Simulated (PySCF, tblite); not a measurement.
**C4H10ClPSi2: geometry, infrared bands and NMR shifts**

Wanted: the infrared bands and NMR shifts of C4H10ClPSi2 (`C#CCC[Si@H](P)[SiH2]Cl`), by calculation.

Programs: tblite 0.8.0 and PySCF 2.14.0, with density-fitted response routines of our own. Each step states its level of theory. These are calculated values for one molecule in the gas phase, unless marked as measured. Atoms are numbered from 0 throughout.

### 1 Starting geometry

18 atoms, charge 0, multiplicity 1; geometry from: force field or distance geometry start.

Bonds of the start (Å): C0–C1 1.22, C1–C2 1.46, C2–C3 1.51, C3–Si4 1.84, Si4–P5 2.23, Si4–Si6 2.23, Si6–Cl7 2.09, C0–H8 1.07, C2–H9 1.11, C2–H10 1.12, C3–H11 1.11, C3–H12 1.14, Si4–H13 1.49, P5–H14 1.46, P5–H15 1.47, Si6–H16 1.47, Si6–H17 1.48.

### 2 Optimising the geometry with GFN2-xTB

Job settings and geometry (Å):

```
{"job": {"kind": "relax", "xc": "GFN2-xTB", "basis": "xTB"}, "charge": 0, "multiplicity": 1}
C      1.611200     0.919600     1.821800
C      1.709500     0.474200     0.691400
C      1.878100    -0.091900    -0.638900
C      0.792100    -1.094500    -0.943300
Si    -0.932700    -0.447800    -0.849500
P     -1.096400     1.670400    -1.522000
Si    -1.562200    -0.585300     1.286600
Cl    -3.595700    -1.052700     1.365600
H      1.496400     1.305000     2.808700
H      2.849300    -0.638800    -0.644400
H      1.861800     0.700500    -1.427700
H      0.998000    -1.676000    -1.870500
H      0.871000    -1.855200    -0.094100
H     -1.829500    -1.271100    -1.711000
H     -0.467800     2.573700    -0.566000
H     -2.518900     2.026200    -1.556700
H     -0.783700    -1.666300     1.906400
H     -1.289600     0.716200     1.931900
```

Launch:

```
> OMP_NUM_THREADS=1 python probes_run.py task.json out
```

This one command runs all jobs of the session in turn.

**Question.** This job is followed by: GFN2-xTB harmonic vibrations, gas phase; GIAO PBE0/pcSseg-1 NMR shielding, non-relativistic, gas phase. Predict these results of the whole session: strongest single infrared mode (GFN2-xTB); zero-point energy (GFN2-xTB); 13C shifts against TMS (PBE0/pcSseg-1); 1H shifts against TMS (PBE0/pcSseg-1, means over atoms taken as alike); 29Si shifts against TMS (PBE0/pcSseg-1); 31P shifts against H3PO4 (PBE0/pcSseg-1); 35Cl shifts against HCl (PBE0/pcSseg-1); surface potential, 1st and 99th percentile.

**Answer**, as computed:

```
                                                              quantity                                                     value
                             strongest single infrared mode (GFN2-xTB)                                      674 cm⁻¹, 407 km/mol
                                          zero-point energy (GFN2-xTB)                                             74.0 kcal/mol
                                13C shifts against TMS (PBE0/pcSseg-1)                                91.9, 77.1, 16.9, 15.2 ppm
1H shifts against TMS (PBE0/pcSseg-1, means over atoms taken as alike)  5.39, 5.25, 4.46, 2.66, 2.17, 1.37, 1.25, 1.22, 1.10 ppm
                               29Si shifts against TMS (PBE0/pcSseg-1)                                          -27.9, -43.7 ppm
                              31P shifts against H3PO4 (PBE0/pcSseg-1)                                                -305.1 ppm
                               35Cl shifts against HCl (PBE0/pcSseg-1)                                                   -86 ppm
                                 surface potential, 1st and 99th percentile                                        -0.69 V and 1.44 V
```

**Reading.** Over 89 steps the energy fell by 1.002 eV; of the close pairs, Si4–Si6 changed most, 2.231 to 2.336 Å. All 48 modes are real, so the xTB geometry is a minimum. The strongest single mode, at 674 cm⁻¹, is carried by H17, H16, H14. Unscaled tight-binding wavenumbers are off by several per cent, some by more. Its intensities can rank the bands wrongly. At PBE0/pcSseg-1: The widest tensor belongs to C1: span 300 ppm, with a paramagnetic part of -172 ppm. At PBE0/pcSseg-1, counted by nearest atom on the grid, the HOMO lies on P5 48 %; Si4 13 %, the LUMO on Si6 22 %; Si4 17 %.
